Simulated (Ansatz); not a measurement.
From input file to script: AsN (charge -1) in Ansatz 0.2.0.

```yaml
crystal:
  periodic: [false, false, false]
  atoms:
    - { symbol: As, position_ang: [0.0, 0.0, 0.0] }
    - { symbol: "N", position_ang: [0.0, 0.0, 1.93] }
basis:
  gaussian: { orbitals: cc-pVDZ }
hamiltonian:
  xc: r2scan
magnetization:
  spin_polarized: true
  initial_magnetization: 1.0
total_charge: -1.0
output:
  forces: true
```

On the command line:
```console
$ ansatz run input.yaml --threads 1 --pin off --max-ram 4096MiB --backend cpu --events-out ev --progress --plain --runs-dir out
Engine: ansatz 0.2.0, aarch64-unknown-linux-gnu
Functional definition: r2SCAN
  parameter k0 = 0.174
  parameter k1 = 0.065
  parameter a1 = 4.9479
  exchange = r2scan_x(k0 = k0, k1 = k1, a1 = a1)
  correlation = r2scan_c
465 factors; integrals over basis functions are off by at most 8.5e-4 eV
mean field evaluation 1: about -62325.0615 eV, gradient 1.9e1 eV
mean field evaluation 2: about -62294.0529 eV, gradient 7.4e1 eV
mean field evaluation 4: about -62326.9889 eV, gradient 1.3e0 eV
mean field evaluation 8: about -62326.9822 eV, gradient 4.3e-1 eV
mean field evaluation 16: about -62327.0711 eV, gradient 1.9e-3 eV
mean field evaluation 32: about -62321.5254 eV, gradient 7.8e0 eV
mean field -62327.07113401 eV, -2290.4776173685 hartree, gradient 4.7e-5 eV, S^2 1.069488; 3 other end points of the search recorded, 0 dependent functions left out
the calculation of the forces begins
reference -62327.07113959 eV, -2290.4776175737 hartree; 21, 20 occupied and 20, 21 virtual orbitals, 465 factors
Total energy: -62327.07113959 eV, -2290.4776175737 hartree
Atom 0 at     0.000000     0.000000     0.000000 Å, force     0.000000     0.000000     3.718942 eV/Å
Atom 1 at     0.000000     0.000000     1.930000 Å, force    -0.000000    -0.000000    -3.718942 eV/Å
Dipole moment:     0.000000    -0.000000    -0.507694 e Å
```

Run as a notebook:

**Cell 1**
```python
import ansatz
import numpy as np
```

**Cell 2**
```python
geometry_ang = [
    ("As", (0.0, 0.0, 0.0)),
    ("N", (0.0, 0.0, 1.93)),
]
system = ansatz.Crystal.molecule()
for symbol, xyz in geometry_ang:
    system = system.atom(symbol, xyz)
```

**Cell 3**
```python
setup = (
    system.calculation()
    .basis(gaussian="cc-pVDZ")
    .functional("r2scan")
    .charge(-1)
    .spin("collinear", total=1)
    .forces()
)
done = setup.run(threads=1)
r = done.report

r["published_state_doubts"]
```
Output:
```text
[]
```

**Cell 4**
```python
r["n_occupied"], r["n_virtual"]
```
Output:
```text
([21, 20], [20, 21])
```

**Cell 5**
```python
for key in ("converged", "free_energy_ev", "reference_energy_ev", "n_frozen", "n_occupied", "n_virtual"):
    print(f"{key:22s} {r[key]}")
```
Output:
```text
converged              True
free_energy_ev         -62327.0711395877
reference_energy_ev    -62327.0711395877
n_frozen               0
n_occupied             [21, 20]
n_virtual              [20, 21]
```

**Cell 6**
```python
symbols = [site.symbol for site in system.cartesian_sites]
print("forces (eV/A)")
for symbol, f in zip(symbols, r["forces_ev_ang"]):
    print(f"  {symbol:2s} {f[0]:9.4f} {f[1]:9.4f} {f[2]:9.4f}")
```
Output:
```text
forces (eV/A)
  As    0.0000    0.0000    3.7189
  N    -0.0000   -0.0000   -3.7189
```

**Cell 7**
```python
charges = r["charge_distribution"]
dipole = np.array(charges["dipole_moment_e_ang"]) * 4.803205
print("dipole (D): {:.3f} {:.3f} {:.3f}, length {:.3f}".format(*dipole, np.linalg.norm(dipole)))
print("atom  Mulliken   Lowdin")
for symbol, m, l in zip(symbols, charges["mulliken_charges_e"], charges["lowdin_charges_e"]):
    print(f"{symbol:4s} {m:9.3f} {l:8.3f}")
```
Output:
```text
dipole (D): 0.000 -0.000 -2.439, length 2.439
atom  Mulliken   Lowdin
As      -0.493   -0.590
N       -0.507   -0.410
```

Caveats:
- Total energies depend on the basis set; only differences at equal settings carry meaning.
- The geometry is a force-field or estimated start, not a minimum of this method, and the basis set is short of its limit.
- The species is open-shell (spin multiplicity 2).
- The Löwdin charges here are taken after orthogonalising the functions within each atom; they differ from plain Löwdin charges, and their signs can be unphysical.
- The expectation value of S² is noticeably off S(S+1) in at least one run, so that state is spin-contaminated.
- An ion's dipole depends on the origin; the program takes it about the centre of nuclear charge.
- The spin state was assumed, and another may lie lower.
- Anions want diffuse functions, which this basis lacks.
- It ran for 4.5 s on 1 thread of Arm Neoverse V2, on a shared host, peak memory 0.18 GiB.

(Lines on the test bed's own set-up are left out of the output.)
